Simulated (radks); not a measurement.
# Taking charge from the 3p level of P⁺ in fractions

Aim: follow energy and eigenvalue as charge leaves the 3p level of P⁺ bit by bit, and test Janak's theorem, Slater's transition state and the straight-line condition.

The numbers are computed with radks (a radial shooting solver on a logarithmic mesh, Libxc functionals) version 1 (scalar-relativistic Kohn-Sham, r2SCAN, spin-unpolarised, spherical densities, finite nucleus), except any that are marked as measured or tabulated.

## (1) Starting point

```
element            : phosphorus (Z = 15)
charge             : +1
electrons          : 14
configuration      : [Ne] 3s2 3p2
nuclear rms radius : 3.1889 fm
```

The outer shells:

P⁺
```
[Ne] core
3s [↑↓]
3p [↑ ][↑ ][  ]
```

## (2) Start: [Ne] 3s2 3p2

The run's settings:

```text
Z 15
configuration [Ne] 3s2 3p2
relativity scalar-relativistic
functional r2scan,r2scan
spin unpolarised
nucleus finite rms 3.1889 fm
c 137.035999084
```

## (3) 0.1 electron removed from 3p

Input: that of step 2 with these lines changed.

```diff
@@ -1,3 +1,3 @@
 Z 15
-configuration [Ne] 3s2 3p2
+configuration [Ne] 3s2 3p1.9
 relativity scalar-relativistic
```

## (4) 0.2 electron removed from 3p

Input: that of step 3 with these lines changed.

```diff
@@ -1,3 +1,3 @@
 Z 15
-configuration [Ne] 3s2 3p1.9
+configuration [Ne] 3s2 3p1.8
 relativity scalar-relativistic
```

## (5) 0.3 electron removed from 3p

Input: that of step 4 with these lines changed.

```diff
@@ -1,3 +1,3 @@
 Z 15
-configuration [Ne] 3s2 3p1.8
+configuration [Ne] 3s2 3p1.7
 relativity scalar-relativistic
```

## (6) 0.4 electron removed from 3p

Input: that of step 5 with these lines changed.

```diff
@@ -1,3 +1,3 @@
 Z 15
-configuration [Ne] 3s2 3p1.7
+configuration [Ne] 3s2 3p1.6
 relativity scalar-relativistic
```

## (7) 0.5 electron removed from 3p

Input: that of step 6 with these lines changed.

```diff
@@ -1,3 +1,3 @@
 Z 15
-configuration [Ne] 3s2 3p1.6
+configuration [Ne] 3s2 3p1.5
 relativity scalar-relativistic
```

## (8) 0.6 electron removed from 3p

Input: that of step 7 with these lines changed.

```diff
@@ -1,3 +1,3 @@
 Z 15
-configuration [Ne] 3s2 3p1.5
+configuration [Ne] 3s2 3p1.4
 relativity scalar-relativistic
```

## (9) 0.7 electron removed from 3p

Input: that of step 8 with these lines changed.

```diff
@@ -1,3 +1,3 @@
 Z 15
-configuration [Ne] 3s2 3p1.4
+configuration [Ne] 3s2 3p1.3
 relativity scalar-relativistic
```

## (10) 0.8 electron removed from 3p

Input: that of step 9 with these lines changed.

```diff
@@ -1,3 +1,3 @@
 Z 15
-configuration [Ne] 3s2 3p1.3
+configuration [Ne] 3s2 3p1.2
 relativity scalar-relativistic
```

## (11) 0.9 electron removed from 3p

Input: that of step 10 with these lines changed.

```diff
@@ -1,3 +1,3 @@
 Z 15
-configuration [Ne] 3s2 3p1.2
+configuration [Ne] 3s2 3p1.1
 relativity scalar-relativistic
```

## (12) 1 electron removed from 3p

Input: that of step 11 with these lines changed.

```diff
@@ -1,3 +1,3 @@
 Z 15
-configuration [Ne] 3s2 3p1.1
+configuration [Ne] 3s2 3p1
 relativity scalar-relativistic
```

**Question.** What will these runs give? Wanted: for each run, removed; E − E(0); eigenvalue; E minus straight line.

**Answer**, as computed:

```tsv
removed (e)	E − E(0) (eV)	eigenvalue (eV)	E minus straight line (eV)
0	0.000	-14.254	0.000
0.1	1.472	-15.194	-0.440
0.2	3.039	-16.147	-0.785
0.3	4.702	-17.111	-1.034
0.4	6.462	-18.088	-1.186
0.5	8.320	-19.075	-1.240
0.6	10.277	-20.074	-1.195
0.7	12.334	-21.083	-1.049
0.8	14.493	-22.102	-0.802
0.9	16.755	-23.131	-0.453
1	19.120	-24.169	0.000
```

In words: Removing the whole electron costs 19.120 eV, against 14.254 eV from minus the starting eigenvalue. Slater's transition state, half an electron removed, gives 19.075 eV. The trapezoid integral of minus the eigenvalue gives 19.122 eV over the range, against 19.120 eV from the energies (Janak's theorem; approximate here, since the scalar-relativistic density holds large components alone). The eigenvalue moves by 9.92 eV per electron. E bends below the straight line by 1.24 eV at 0.5 electron removed: the delocalisation error of the functional. NIST lists 19.769 eV (semi-empirical) for the ionisation energy of P⁺.
